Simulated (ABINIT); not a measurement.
# Nb2B (P6/mmm) in ABINIT: equation of state

Aim: energy against volume of Nb2B in PBE, for its equilibrium volume and stiffness.

All numbers are computed with ABINIT 10.8.3 (patched build); they aren't measurements. Logs are shortened: lines on timing, memory, paths and dates and some standing lists are left out, and cuts for length are marked. The log counts tension as positive stress, the text compression.

## (1) Starting point

It takes space group P6/mmm (No. 191, hexagonal). Conventional cell: a = 4.408 Å, b = 4.408 Å, c = 2.669 Å, α = 90.00°, β = 90.00°, γ = 120.00°. Nb (site symmetry -6m2) is surrounded by 5 Nb at 2.54 to 2.67 Å and 6 B at 2.87 Å. Around B (site symmetry 6/mmm) lie 2 B at 2.67 Å and 12 Nb at 2.87 Å.

The cell was built by a generator and needn't be a form met in nature.

## (2) Equation of state, PBE

run.abi

```
ndtset 7
getwfk -1
scalecart1 3*0.9795861087
scalecart2 3*0.9864848297
scalecart3 3*0.9932883884
scalecart4 3*1.0000000000
scalecart5 3*1.0066227096
scalecart6 3*1.0131594038
scalecart7 3*1.0196128224

pp_dirpath "./"
pseudos "Nb.GGA_PBE-JTH.xml, B.GGA_PBE-JTH.xml"

acell 3*1.0
rprim
     8.3291568669     0.0000000000     0.0000000000
    -4.1645784335     7.2132735903     0.0000000000
     0.0000000000     0.0000000000     5.0428286499
ntypat 2
znucl 41 5
natom 3
typat 1 1 2
xred
     0.3333300000     0.6666700000     0.5000000000
     0.6666700000     0.3333300000     0.5000000000
     0.0000000000     0.0000000000     0.0000000000

ecut 16.0
pawecutdg 32.0
pawxcdev 0

kptopt 1
ngkpt 7 7 10
nshiftk 1
shiftk 0.0 0.0 0.0

ixc 11

nband 19
occopt 3
tsmear 0.00183747

nstep 100
tolvrs 1.0e-9

iomode 3
prtwf 1
prtden 0
prteig 0
prtebands 0
enunit 2
```

Potentials or basis: JTH PAW PBE v2.0.

On the command line:

```
$ abinit run.abi > log 2>&1
```

run.abo:

```text
.Version 10.8.3 of ABINIT
 DATASET    1 : space group Cm m m (# 65); Bravais oC (1-face-center ortho.)
================================================================================
 Values of the parameters that define the memory need for DATASET  1.
     intxc =       0    ionmov =       0      iscf =      17    lmnmax =      18
     lnmax =       6     mgfft =      30  mpssoang =       3    mqgrid =    3001
     natom =       3  nloc_mem =       2    nspden =       1   nspinor =       1
    nsppol =       1      nsym =       8    n1xccc =       1    ntypat =       2
    occopt =       3   xclevel =       2
       mpw =         889          nfft =       16200          nkpt =          96
 PAW method is used; the additional fine FFT grid is defined by:
   mgfftf=        45    nfftf =     54675
================================================================================
================================================================================
[... 43 lines left out ...]
 DATASET    5 : space group Cm m m (# 65); Bravais oC (1-face-center ortho.)
================================================================================
 Values of the parameters that define the memory need for DATASET  5.
     intxc =       0    ionmov =       0      iscf =      17    lmnmax =      18
     lnmax =       6     mgfft =      32  mpssoang =       3    mqgrid =    3001
     natom =       3  nloc_mem =       2    nspden =       1   nspinor =       1
    nsppol =       1      nsym =       8    n1xccc =       1    ntypat =       2
    occopt =       3   xclevel =       2
       mpw =         960          nfft =       20480          nkpt =          96
 PAW method is used; the additional fine FFT grid is defined by:
   mgfftf=        45    nfftf =     54675
================================================================================
================================================================================

 DATASET    6 : space group P6/m m m (#191); Bravais hP (primitive hexag.)
================================================================================
 Values of the parameters that define the memory need for DATASET  6.
     intxc =       0    ionmov =       0      iscf =      17    lmnmax =      18
     lnmax =       6     mgfft =      32  mpssoang =       3    mqgrid =    3001
     natom =       3  nloc_mem =       2    nspden =       1   nspinor =       1
    nsppol =       1      nsym =      24    n1xccc =       1    ntypat =       2
    occopt =       3   xclevel =       2
       mpw =         993          nfft =       20480          nkpt =          48
 PAW method is used; the additional fine FFT grid is defined by:
   mgfftf=        45    nfftf =     60750
================================================================================
================================================================================

 DATASET    7 : space group Cm m m (# 65); Bravais oC (1-face-center ortho.)
================================================================================
 Values of the parameters that define the memory need for DATASET  7.
     intxc =       0    ionmov =       0      iscf =      17    lmnmax =      18
[... 187 lines left out ...]

 chkinp: Checking input parameters for consistency, jdtset=   1.

 chkinp: Checking input parameters for consistency, jdtset=   2.
[... 40 lines left out ...]
 getcut: wavevector=  0.0000  0.0000  0.0000  ngfft=  45  45  27
         ecut(hartree)=     32.000   => boxcut(ratio)=   2.06689

--- Pseudopotential description ------------------------------------------------
- pspini: atom type   1  psp file is ./Nb.GGA_PBE-JTH.xml
 Pseudopotential format is: paw10
 basis_size (lnmax)=  6 (lmn_size= 18), orbitals=   0   0   1   1   2   2
 Spheres core radius: rc_sph= 2.22094190
 Shapefunction is BESSEL type: shapef(r,l)=aa(1,l)*jl(q(1,l)*r)+aa(2,l)*jl(q(2,l)*r)
 Radius for shape functions =  1.90969629
 Compensation charge density is not taken into account in XC energy/potential

- pspini: atom type   2  psp file is ./B.GGA_PBE-JTH.xml
 Pseudopotential format is: paw10
 basis_size (lnmax)=  4 (lmn_size=  8), orbitals=   0   0   1   1
 Spheres core radius: rc_sph= 1.70616958
 Shapefunction is SIN type: shapef(r)=[sin(pi*r/rshp)/(pi*r/rshp)]**2
 Radius for shape functions =  1.40269776
 Compensation charge density is not taken into account in XC energy/potential

   1.02991671E+03                                ecore*ucvol(ha*bohr**3)
--------------------------------------------------------------------------------

[... 1366 lines left out ...]
-Cartesian components of stress tensor (GPa)         [Pressure= -8.7759E+00 GPa]
- sigma(1 1)=  9.05291749E+00  sigma(3 2)=  0.00000000E+00
- sigma(2 2)=  9.05021021E+00  sigma(3 1)=  0.00000000E+00
- sigma(3 3)=  8.22467755E+00  sigma(2 1)= -2.34456003E-03

== END DATASET(S) ==============================================================
================================================================================

 -outvars: echo values of variables after computation  --------
            acell1     8.1591315183E+00  8.1591315183E+00  4.9398848940E+00 Bohr
            acell2     8.2165920840E+00  8.2165920840E+00  4.9746739619E+00 Bohr
            acell3     8.2732600275E+00  8.2732600275E+00  5.0089831426E+00 Bohr
            acell4     8.3291621287E+00  8.3291621287E+00  5.0428286499E+00 Bohr
            acell5     8.3843237506E+00  8.3843237506E+00  5.0762258396E+00 Bohr
            acell6     8.4387689364E+00  8.4387689364E+00  5.1091892684E+00 Bohr
            acell7     8.4925205062E+00  8.4925205062E+00  5.1417327526E+00 Bohr
           etotal1    -1.1781477688E+02
           etotal2    -1.1781666960E+02
           etotal3    -1.1781774659E+02
           etotal4    -1.1781808783E+02
           etotal5    -1.1781775942E+02
           etotal6    -1.1781682702E+02
           etotal7    -1.1781535346E+02
            fcart1     6.6336535309E-06 -3.8299351998E-06 -0.0000000000E+00
                      -6.6336535309E-06  3.8299351998E-06 -0.0000000000E+00
                       2.8234431575E-22  2.8234431575E-22 -0.0000000000E+00
[... 80 lines left out ...]
             xred3     3.3333000000E-01  6.6667000000E-01  5.0000000000E-01
                       6.6667000000E-01  3.3333000000E-01  5.0000000000E-01
                       0.0000000000E+00  0.0000000000E+00  0.0000000000E+00
             xred4     3.3333000000E-01  6.6667000000E-01  5.0000000000E-01
                       6.6667000000E-01  3.3333000000E-01  5.0000000000E-01
                       0.0000000000E+00  0.0000000000E+00  0.0000000000E+00
             xred5     3.3333000000E-01  6.6667000000E-01  5.0000000000E-01
                       6.6667000000E-01  3.3333000000E-01  5.0000000000E-01
                       0.0000000000E+00  0.0000000000E+00  0.0000000000E+00
             xred6     3.3333333333E-01  6.6666666667E-01  5.0000000000E-01
                       6.6666666667E-01  3.3333333333E-01  5.0000000000E-01
                       0.0000000000E+00  0.0000000000E+00  0.0000000000E+00
             xred7     3.3333000000E-01  6.6667000000E-01  5.0000000000E-01
                       6.6667000000E-01  3.3333000000E-01  5.0000000000E-01
                       0.0000000000E+00  0.0000000000E+00  0.0000000000E+00
 Calculation completed.
```

It took 5.1 min on 1 thread of Arm Neoverse V1, shared host; peak memory 0.18 GiB.

What came out:

| Item | Value |
| --- | --- |
| Equilibrium volume | 14.96 Å³/atom |
| Bulk modulus at fixed shape and positions | 162 GPa |
| Pressure derivative of the bulk modulus | 4.0 |

Energy against volume, from the lowest point:
```tsv
volume (Å³/atom)	energy (meV/atom)
14.068	30.03
14.367	12.86
14.666	3.10
14.965	0.00
15.265	2.98
15.564	11.44
15.863	24.80
```

Caveat: pressures at fixed basis lie under the slope of the energies; the cell was scaled at fixed shape and fractional positions, which overstates the stiffness of a crystal with free parameters, most of all of layers and chains.
